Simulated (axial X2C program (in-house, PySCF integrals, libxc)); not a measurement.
**All-electron X2C curves of ZrP**

What are the state, bond length, wavenumber and bond energy of ZrP, and what does spin–orbit coupling change?

The runs use an in-house X2C program for linear molecules on PySCF integrals; all-electron X2C, Zr dyall-cv3z, P dyall-v3z.

All values are calculated.

### 1 Set-up

task.json reads:

```json
{
 "zs": [
  40,
  15
 ],
 "q": 0,
 "bas": [
  "dyall-cv3z",
  "dyall-v3z"
 ],
 "levels": [
  "PBE0",
  "HF",
  "PW91"
 ],
 "cc": true,
 "r0": 2.29,
 "thr": -1.0,
 "nmax": 90,
 "npts": 10,
 "nst": 2,
 "ntry": 6
}
```

Keys: zs atomic numbers; q charge; bas basis sets; levels methods (HF also brings MP2); cc coupled cluster on or off; r0 starting distance in Å; thr threshold in hartree for freezing inner shells (an s shell follows its p shell); nmax most natural virtual spinors; npts points asked for on the curve; nst determinants followed; ntry starts of the search.

Launch:

```sh
python so2c.py task.json out
```

Spin-free means the one-electron spin-free X2C Hamiltonian; two-component (2c) means X2C with spin–orbit coupling and atomic mean-field two-electron Coulomb and Gaunt terms. Basis: Zr dyall-cv3z contracted to [11s12p9d6f3g], P dyall-v3z contracted to [8s7p2d1f]; Gaussian nuclei, density fitting. Masses: Zr 89.905 u, P 30.974 u.

Notation: σ, π±, δ± give the projection m of an orbital's angular momentum (0, ±1, ±2), α and β its spin, Λ and M_S the sums; ω is the projection of a spinor's total angular momentum and Ω the sum. Logs are in hartree.

The results follow Hamiltonian by Hamiltonian and level by level.

### 2 State search with PBE0

PBE0 moves the distance from 2.290 Å to 2.175 Å and compares determinants there.

Spin-free determinants:

```tsv
ΔE (eV)	state	open shells
0.00	M_S = 1/2, Λ = 0	beyond closed shells: σα
0.59	M_S = 1/2, Λ = 2	beyond closed shells: δ+α
1.11	M_S = 3/2, Λ = 3	beyond closed shells: σα, π+α, π+β, π-α, δ+α
1.11	M_S = 3/2, Λ = 1	beyond closed shells: σα, π+α, π-α, π-β, δ+α
1.14	M_S = 3/2, Λ = 2	beyond closed shells: 2 × σα, δ+α
1.20	M_S = 1/2, Λ = 3	beyond closed shells: σα, π+α, π+β, π-β, δ+α
1.35	M_S = 1/2, Λ = 1	beyond closed shells: π+α, π+β, π-α
```

Two-component determinants:

```
ΔE (eV)    state                                      open shells
   0.00  Ω = 1/2                    excess of +ω over −ω: ω = 1/2
   0.55  Ω = 3/2                    excess of +ω over −ω: ω = 3/2
   0.63  Ω = 5/2                    excess of +ω over −ω: ω = 5/2
   1.10  Ω = 1/2      excess of +ω over −ω: 2 × ω = -1/2, ω = 3/2
   1.13  Ω = 9/2  excess of +ω over −ω: ω = 1/2, ω = 3/2, ω = 5/2
   1.14  Ω = 5/2      excess of +ω over −ω: ω = -1/2, 2 × ω = 3/2
   1.18  Ω = 7/2       excess of +ω over −ω: 2 × ω = 1/2, ω = 5/2
```

### 3 PBE0, spin-free

State followed: M_S = 1/2, Λ = 0 (beyond closed shells: σα). The scan is laid around 2.175 Å, a first estimate of the minimum, and this SCF restarts from the orbitals of the search.

The SCF at the reference distance of 2.175 Å:

```text
spin-free X2C-1e  PBE0
basis functions 207  fitting functions 1027  grid points 5077
iter        total energy     max residual
   1      -3940.075080935     4.15e-05
   2      -3940.075080943     3.55e-05
   3      -3940.075080945     6.98e-05
   4      -3940.075080962     1.27e-05
   5      -3940.075080963     4.04e-06
converged
one-electron -5732.39519413  Coulomb 1784.35518662  exact exchange -33.92181096  xc functional -104.09318275  nuclear repulsion 145.97992025
```

Along the bond, energies from the lowest point:

```csv
R (Å),E (eV),μ (D),HOMO (eV),LUMO (eV),iterations
1.892,1.4621,-4.04,-4.89,-2.58,66
1.979,0.6139,-4.50,-5.03,-2.65,45
2.045,0.2439,-4.79,-5.11,-2.70,43
2.110,0.0520,-5.05,-5.19,-2.74,42
2.175,0.0000,-5.27,-5.25,-2.77,5
2.251,0.0748,-5.48,-5.31,-2.81,40
2.327,0.2518,-5.61,-5.36,-2.90,38
2.425,0.5532,-5.61,-5.35,-2.96,36
2.545,0.9449,-5.48,-5.27,-2.96,33
2.719,1.4880,-5.23,-5.14,-2.94,33
```

Dipoles are positive if P is the positive end.

Outer orbitals at the reference distance:

```tsv
symmetry	occupied	ε (eV)	atomic character
π+α	yes	-34.78	99% Zr p
π-α	yes	-34.78	99% Zr p
σα	yes	-34.52	95% Zr p
π+β	yes	-34.46	99% Zr p
π-β	yes	-34.46	99% Zr p
σβ	yes	-33.87	95% Zr p
σβ	yes	-13.90	61% P s, 14% Zr d, 11% Zr p
σα	yes	-13.72	61% P s, 14% Zr d, 11% Zr p
σα	yes	-6.00	51% P p, 32% Zr d, 5% Zr p
π+α	yes	-5.99	49% Zr d, 42% P p, 4% Zr p
π-α	yes	-5.99	49% Zr d, 42% P p, 4% Zr p
π-β	yes	-5.96	48% P p, 41% Zr d, 5% Zr p
π+β	yes	-5.96	48% P p, 41% Zr d, 5% Zr p
σβ	yes	-5.89	59% P p, 22% Zr d, 9% Zr s
σα	yes	-5.25	62% Zr s, 26% Zr d, 6% Zr p
σβ	no	-2.77	63% Zr s, 25% Zr d, 7% Zr p
δ+α	no	-2.70	99% Zr d
δ-α	no	-2.70	99% Zr d
δ-β	no	-2.01	99% Zr d
```

PBE0 fields in the half plane through the axis: z from -2.4 to 4.5 Å across, distance from the axis 0.15 to 2.25 Å upwards; Zr lies at z = 0 and P at z = 2.175 Å; the ELF is damped to zero where the density is low.

log10 density (e/bohr³). Ten even steps from '0' (-4.27 ) to '9' (1.60 ):
```
011122222222222222111000
111222222233333322221100
112223333333333333322110
122233334444444444332211
122334445444445544433221
223344566655555555443321
223345677765555665544322
223445689866557986544322
```

ELF. Ten even steps from ' ' (0.00 ) to '@' (0.94 ):
```
  ..::==++**++--------::------::::....          
  ::==++****++--------====++++==----::::..      
..--==++====--::....::==**##****++++++==--..    
::--==----::..........==##%%%%########**++==..  
::----::::..::----::..==##%%%%%%%%%%@@%%##**--..
------::::--++##%%##==--##%%##++**@@@@@@%%##++::
----::::--**%%++::++##==**##  ::..--@@@@@@%%**--
----::::==####======##++**--==##@@  @@@@@@%%##--
```

Re = 2.170 Å, ωe = 557 cm⁻¹, Be = 0.1554 cm⁻¹, De = 4.00 eV, μ = -5.25 D.

### 4 HF, spin-free

Output at 2.175 Å:

```text
spin-free X2C-1e  HF
basis functions 207  fitting functions 1027  grid points 5077
iter        total energy     max residual
   1      -3937.747331099     4.01e-01
   2      -3937.770481528     1.95e-02
   3      -3937.772950030     9.54e-02
   4      -3937.775633075     8.06e-03
   5      -3937.776268417     6.91e-03
   6      -3937.778074689     3.42e-02
   7      -3937.779147327     3.09e-02
   8      -3937.780853079     5.42e-03
   9      -3937.781940939     1.38e-02
  10      -3937.782275706     7.18e-03
  11      -3937.782538967     2.20e-03
  12      -3937.782721708     5.22e-03
  13      -3937.783004695     6.93e-03
  14      -3937.783319544     5.66e-03
  15      -3937.783639141     2.77e-03
  16      -3937.784027417     4.38e-03
  17      -3937.784282544     5.58e-03
  18      -3937.784361086     1.69e-03
  19      -3937.784388027     2.84e-04
  20      -3937.784393215     6.42e-04
  21      -3937.784394616     1.30e-04
  22      -3937.784395123     9.95e-05
  23      -3937.784395257     7.14e-05
  24      -3937.784395291     1.42e-05
  25      -3937.784395297     4.79e-06
  26      -3937.784395298     3.63e-06
  27      -3937.784395298     1.14e-06
converged
one-electron -5731.21024811  Coulomb 1783.27665762  exact exchange -135.83072506  xc functional 0.00000000  nuclear repulsion 145.97992025
```

No constants are quoted: too few points lie around the minimum for a second fit to confirm the first.

### 5 PW91, spin-free

The SCF at the reference distance of 2.175 Å:

```text
spin-free X2C-1e  PW91
basis functions 207  fitting functions 1027  grid points 5077
iter        total energy     max residual
   1      -3940.805251326     1.30e-01
   2      -3940.807705068     8.42e-02
   3      -3940.809657671     5.84e-03
   4      -3940.809802437     6.01e-03
   5      -3940.809850654     1.06e-03
   6      -3940.809860139     1.17e-03
   7      -3940.809866211     3.02e-04
   8      -3940.809867204     2.71e-04
   9      -3940.809867414     2.98e-05
  10      -3940.809867423     1.49e-05
converged
one-electron -5732.87508033  Coulomb 1784.84001149  exact exchange 0.00000000  xc functional -138.75471884  nuclear repulsion 145.97992025
```

Re = 2.197 Å, ωe = 524 cm⁻¹, ωexe = 1.3 cm⁻¹, Be = 0.1516 cm⁻¹, De = 4.63 eV, μ = -4.75 D.

### 6 MP2 and beyond, spin-free

Correlated methods: 9 electrons correlated (frozen shells, counted by type: Zr 4 s, 3 p, 1 d; P 2 s, 1 p), 279 virtual spinors in MP2, 89 natural virtuals in coupled cluster.

Output of the correlated part at 2.175 Å:

```text
correlated 9  virtual 279  natural virtual 89  E(MP2) -0.213912386  MP2 remainder -0.006422490
iter   CCSD correlation   residual
   1     -0.213102000   1.78e-01
   2     -0.223395214   1.06e-01
   3     -0.232815992   7.00e-02
   4     -0.237430111   4.13e-02
   5     -0.240256750   2.00e-02
   6     -0.240631736   6.58e-03
   7     -0.240819039   2.44e-03
   8     -0.240812540   1.15e-03
   9     -0.240820918   5.43e-04
  10     -0.240829407   2.33e-04
  11     -0.240828698   1.22e-04
  12     -0.240831016   6.23e-05
  13     -0.240830006   3.11e-05
  14     -0.240829492   1.41e-05
  15     -0.240829105   6.97e-06
  16     -0.240828854   3.21e-06
  17     -0.240828741   1.70e-06
  18     -0.240828646   9.68e-07
  19     -0.240828601   4.68e-07
  20     -0.240828584   2.60e-07
(T) -0.020125923  T1 0.1439  D1 0.2190  max T2 0.077
```

T1 in the output is the amplitude norm over the root of the electron number; divide by √2 for the Lee–Taylor value.

MP2: No constants are quoted: the reference is strongly spin-contaminated.

CCSD: No constants are quoted: the points don't follow one smooth fit.

CCSD(T): No constants are quoted: the points don't follow one smooth fit.

### 7 A higher determinant, spin-free

State: M_S = 1/2, Λ = 2 (beyond closed shells: δ+α).

Output at the reference distance:

```text
spin-free X2C-1e  PBE0
basis functions 207  fitting functions 1027  grid points 5077
iter        total energy     max residual
   1      -3940.053358343     3.95e-05
   2      -3940.053358406     3.71e-05
   3      -3940.053358434     1.85e-05
   4      -3940.053358437     2.01e-05
   5      -3940.053358447     6.24e-06
converged
one-electron -5734.59682497  Coulomb 1786.66269334  exact exchange -33.94380107  xc functional -104.15534601  nuclear repulsion 145.97992025
```

```csv
R (Å),E above the lowest PBE0 point (eV)
1.892,2.300
1.979,1.390
2.045,0.963
2.110,0.709
2.175,0.591
2.251,0.587
2.327,0.684
2.425,0.897
2.545,1.212
```

Re = 2.214 Å, ωe = 498 cm⁻¹, Be = 0.1492 cm⁻¹, μ = -6.81 D. Te = 0.57 eV.

### 8 The spin-free curves together

Energy (eV) of the followed determinant, spin-free, from each level's lowest point:

```csv
R (Å),PBE0,HF,MP2 (spin-contaminated),CCSD,CCSD(T),PW91
1.892,1.462,2.157,1.307,n/a,n/a,1.624
1.979,0.614,1.271,0.398,0.677,0.685,0.732
2.045,0.244,0.879,0.024,0.262,0.247,0.325
2.110,0.052,0.644,0.000,0.047,0.029,0.093
2.175,0.000,0.462,0.404,0.000,0.000,0.000
2.251,0.075,0.283,0.784,0.072,0.092,0.026
2.327,0.252,0.149,1.045,0.236,0.280,0.161
2.425,0.553,0.042,1.289,0.521,0.608,0.444
2.545,0.945,0.000,1.526,n/a,n/a,0.882
2.719,1.488,0.072,1.838,n/a,n/a,1.542
```

### 9 PBE0, 2c

State followed: Ω = 1/2 (excess of +ω over −ω: ω = 1/2). The scan is laid around 2.175 Å, a first estimate of the minimum, and this SCF restarts from the orbitals of the search.

Output at 2.175 Å:

```text
two-component X2C + atomic mean field  PBE0
basis functions 207  fitting functions 1027  grid points 5077
iter        total energy     max residual
   1      -3938.644368591     7.60e-05
   2      -3938.644368597     1.55e-05
converged
one-electron -5728.61791910  Coulomb 1783.59555624  exact exchange -33.90736419  xc functional -104.04931716  nuclear repulsion 145.97992025  atomic mean-field constant -1.64524464
```

Along the bond, energies from the lowest point:

```csv
R (Å),E (eV),μ (D),HOMO (eV),LUMO (eV),iterations
1.892,1.4619,-4.03,-4.89,-2.58,53
1.979,0.6139,-4.49,-5.02,-2.65,45
2.045,0.2440,-4.78,-5.11,-2.69,43
2.110,0.0520,-5.04,-5.18,-2.74,39
2.175,0.0000,-5.26,-5.25,-2.77,2
2.251,0.0747,-5.47,-5.31,-2.85,40
2.327,0.2515,-5.60,-5.35,-2.94,39
2.425,0.5525,-5.61,-5.34,-3.00,36
2.545,0.9436,-5.48,-5.27,-3.00,35
2.719,1.4860,-5.22,-5.14,-2.98,34
```

Dipoles are positive if P is the positive end.

Outer spinors at the reference distance:

```
   ω  occupied  ε (eV)             atomic character     λ mixture
 3/2       yes  -34.18                     99% Zr p        100% π
 1/2       yes  -33.89                     96% Zr p  65% σ, 35% π
-3/2       yes  -33.84                     99% Zr p        100% π
-1/2       yes  -33.49                     96% Zr p  84% σ, 16% π
-1/2       yes  -13.90  61% P s, 14% Zr d, 11% Zr p        100% σ
 1/2       yes  -13.72  61% P s, 15% Zr d, 11% Zr p        100% σ
-1/2       yes   -6.02   48% Zr d, 42% P p, 4% Zr p   99% π, 1% σ
 1/2       yes   -6.00   50% P p, 35% Zr d, 5% Zr p  79% σ, 21% π
 1/2       yes   -5.98   49% P p, 38% Zr d, 5% Zr p  79% π, 21% σ
 3/2       yes   -5.97   49% Zr d, 42% P p, 4% Zr p        100% π
-3/2       yes   -5.95   48% P p, 41% Zr d, 4% Zr p        100% π
-1/2       yes   -5.89   59% P p, 22% Zr d, 9% Zr s   99% σ, 1% π
 1/2       yes   -5.25  62% Zr s, 26% Zr d, 6% Zr p        100% σ
-1/2        no   -2.77  63% Zr s, 25% Zr d, 7% Zr p        100% σ
-3/2        no   -2.74                     99% Zr d        100% δ
 5/2        no   -2.66                     99% Zr d        100% δ
 3/2        no   -2.06            96% Zr d, 2% Zr p   96% δ, 4% π
```

PBE0 fields in the half plane through the axis: z from -2.4 to 4.5 Å across, distance from the axis 0.15 to 2.25 Å upwards; Zr lies at z = 0 and P at z = 2.175 Å; the ELF is damped to zero where the density is low.

log10 density (e/bohr³). Ten even steps from '0' (-4.27 ) to '9' (1.60 ):
```
011122222222222222111000
111222222233333322221100
112223333333333333322110
122233344444444444332211
122334445444445544433221
223344566655555555443321
223345677765555665544322
223445689866557986544322
```

ELF. Ten even steps from ' ' (0.00 ) to '@' (0.94 ):
```
  ..::==++**++--------::------::::....          
  ::==++****++--------====++++==----::::..      
..--==++====--::....::==**##****++++++==--..    
::--==--::::..........==##%%%%########**++==..  
::----::::..::----::..==##%%%%%%%%%%@@%%##**--..
------::::--++##%%##==--##%%##++**@@@@@@%%##++::
----::::--**%%++::++##==**##  ::..--@@@@@@%%**--
----::::==####======**++**--==##@@  @@@@@@%%##--
```

Re = 2.170 Å, ωe = 556 cm⁻¹, Be = 0.1554 cm⁻¹, De = 4.00 eV, μ = -5.24 D.

### 10 HF, 2c

Output at 2.175 Å:

```text
two-component X2C + atomic mean field  HF
basis functions 207  fitting functions 1027  grid points 5077
iter        total energy     max residual
   1      -3936.317144010     4.00e-01
   2      -3936.340290828     1.95e-02
   3      -3936.342761529     9.53e-02
   4      -3936.345448726     8.04e-03
   5      -3936.346085582     6.92e-03
   6      -3936.347904069     3.43e-02
   7      -3936.348983516     3.11e-02
   8      -3936.350696278     5.51e-03
   9      -3936.351787217     1.39e-02
  10      -3936.352121973     7.18e-03
  11      -3936.352389361     2.23e-03
  12      -3936.352576386     5.35e-03
  13      -3936.352870766     7.13e-03
  14      -3936.353192672     5.84e-03
  15      -3936.353516110     2.78e-03
  16      -3936.353910917     4.58e-03
  17      -3936.354149485     5.45e-03
  18      -3936.354229206     1.57e-03
  19      -3936.354255515     2.87e-04
  20      -3936.354261376     6.78e-04
  21      -3936.354263226     1.67e-04
  22      -3936.354264223     1.54e-04
  23      -3936.354264843     1.89e-04
  24      -3936.354265371     9.07e-05
  25      -3936.354265829     5.46e-05
  26      -3936.354266215     1.06e-04
  27      -3936.354266469     9.09e-05
  28      -3936.354266580     3.51e-05
  29      -3936.354266615     1.61e-05
  30      -3936.354266630     1.77e-05
  31      -3936.354266644     1.66e-05
  32      -3936.354266655     8.55e-06
  33      -3936.354266660     6.08e-06
  34      -3936.354266662     7.06e-06
  35      -3936.354266662     1.96e-06
converged
one-electron -5727.43121787  Coulomb 1782.51535494  exact exchange -135.77307934  xc functional 0.00000000  nuclear repulsion 145.97992025  atomic mean-field constant -1.64524464
```

No constants are quoted: too few points lie around the minimum for a second fit to confirm the first.

### 11 PW91, 2c

Output at 2.175 Å:

```text
two-component X2C + atomic mean field  PW91
basis functions 207  fitting functions 1027  grid points 5077
iter        total energy     max residual
   1      -3939.374002303     1.30e-01
   2      -3939.376456712     8.41e-02
   3      -3939.378401703     5.70e-03
   4      -3939.378549923     6.02e-03
   5      -3939.378598184     9.90e-04
   6      -3939.378607997     1.17e-03
   7      -3939.378614062     2.70e-04
   8      -3939.378615078     2.72e-04
   9      -3939.378615293     2.95e-05
  10      -3939.378615303     1.37e-05
converged
one-electron -5729.09529002  Coulomb 1784.07779387  exact exchange 0.00000000  xc functional -138.69579477  nuclear repulsion 145.97992025  atomic mean-field constant -1.64524464
```

Re = 2.197 Å, ωe = 524 cm⁻¹, ωexe = 1.31 cm⁻¹, Be = 0.1516 cm⁻¹, De = 4.62 eV, μ = -4.74 D.

### 12 Correlated methods, 2c

Correlated methods: 9 electrons correlated (frozen shells, counted by type: Zr 4 s, 3 p, 1 d; P 2 s, 1 p), 279 virtual spinors in MP2, 90 natural virtuals in coupled cluster.

Output of the correlated part at 2.175 Å:

```text
correlated 9  virtual 279  natural virtual 90  E(MP2) -0.213751578  MP2 remainder -0.006254598
iter   CCSD correlation   residual
   1     -0.213137507   1.78e-01
   2     -0.223430132   1.06e-01
   3     -0.232861041   7.01e-02
   4     -0.237480675   4.13e-02
   5     -0.240305073   2.00e-02
   6     -0.240682876   6.60e-03
   7     -0.240870619   2.45e-03
   8     -0.240864081   1.16e-03
   9     -0.240872541   5.49e-04
  10     -0.240880987   2.37e-04
  11     -0.240880274   1.25e-04
  12     -0.240882613   6.43e-05
  13     -0.240881560   3.25e-05
  14     -0.240881038   1.53e-05
  15     -0.240880635   8.04e-06
  16     -0.240880367   4.03e-06
  17     -0.240880257   2.24e-06
  18     -0.240880170   1.25e-06
  19     -0.240880136   5.90e-07
  20     -0.240880128   3.21e-07
(T) -0.020138429  T1 0.1440  D1 0.2202  max T2 0.077
```

MP2: No constants are quoted: the reference is strongly spin-contaminated.

CCSD: No constants are quoted: the points don't follow one smooth fit.

CCSD(T): No constants are quoted: the points don't follow one smooth fit.

### 13 A higher determinant, 2c

State: Ω = 3/2 (excess of +ω over −ω: ω = 3/2).

Output at the reference distance:

```text
two-component X2C + atomic mean field  PBE0
basis functions 207  fitting functions 1027  grid points 5077
iter        total energy     max residual
   1      -3938.624264073     6.08e-05
   2      -3938.624264126     4.72e-05
   3      -3938.624264168     1.07e-04
   4      -3938.624264228     3.00e-05
   5      -3938.624264232     2.33e-05
   6      -3938.624264236     3.65e-06
converged
one-electron -5730.84558964  Coulomb 1785.92843229  exact exchange -33.92952910  xc functional -104.11225340  nuclear repulsion 145.97992025  atomic mean-field constant -1.64524464
```

```csv
R (Å),E above the lowest PBE0 point (eV)
1.892,2.258
1.979,1.347
2.045,0.920
2.110,0.665
2.175,0.547
2.251,0.542
2.327,0.639
2.425,0.852
2.545,1.167
```

Re = 2.215 Å, ωe = 498 cm⁻¹, Be = 0.1492 cm⁻¹, μ = -6.81 D. Te = 0.53 eV.

### 14 The 2c curves together

Energy (eV) of the followed determinant, 2c, from each level's lowest point:

```csv
R (Å),PBE0,HF,MP2 (spin-contaminated),CCSD,CCSD(T),PW91
1.892,1.462,2.165,1.298,n/a,n/a,1.624
1.979,0.614,1.279,0.391,0.675,0.681,0.732
2.045,0.244,0.887,0.017,0.260,0.244,0.325
2.110,0.052,0.651,0.000,0.047,0.029,0.093
2.175,0.000,0.469,0.402,0.000,0.000,0.000
2.251,0.075,0.289,0.780,0.073,0.093,0.026
2.327,0.251,0.153,1.040,0.238,0.283,0.161
2.425,0.552,0.045,1.282,0.518,0.605,0.443
2.545,0.944,0.000,1.515,n/a,n/a,0.880
2.719,1.486,0.069,1.820,n/a,n/a,1.540
```

Time for the job: 4 min (1 thread of Arm Neoverse V1, shared host); peak memory 0.62 GiB.

### 15 What came out

Lowest determinant that the search found at its distance, spin-free: M_S = 1/2, Λ = 0 (beyond closed shells: σα).

Lowest determinant that the search found at its distance, 2c: Ω = 1/2 (excess of +ω over −ω: ω = 1/2).

```csv
Hamiltonian,level,Re (Å),ωe (cm⁻¹),De (eV),μ (D)
spin-free,PBE0,2.170,557,4.00,-5.25
spin-free,PW91,2.197,524,4.63,-4.75
2c,PBE0,2.170,556,4.00,-5.24
2c,PW91,2.197,524,4.62,-4.74
```

Dipoles are positive if P is the positive end. No constants: spin-free HF (too few points lie around the minimum for a second fit to confirm the first); spin-free MP2 (the reference is strongly spin-contaminated); spin-free CCSD (the points don't follow one smooth fit); spin-free CCSD(T) (the points don't follow one smooth fit); 2c HF (too few points lie around the minimum for a second fit to confirm the first); 2c MP2 (the reference is strongly spin-contaminated); 2c CCSD (the points don't follow one smooth fit); 2c CCSD(T) (the points don't follow one smooth fit).

Time per point (s) on 1 thread of Arm Neoverse V1, shared host (2c runs); the times are rough: PBE0 2.2, PW91 1.

**Reading.** At PBE0, going from spin-free to two-component changes Re by 0 mÅ, ωe by 0.0 %; the spin-free picture holds up (part of it comes from the scalar share of the two-electron terms). De moves by 0.00 eV; both De rest on single-determinant atoms, which can miss part of an open shell's spin–orbit lowering.

De refers to Zr + P, each in the lowest determinant found, which need not be this curve's own limit. The state is a single determinant with fixed occupations, the lowest that a limited PBE0 search found. Dissociation energies refer to the lowest single-determinant-based atoms at the same level and basis. Density functionals use the spin component along the axis (collinear). The spin-free determinant is spin-contaminated at some levels.
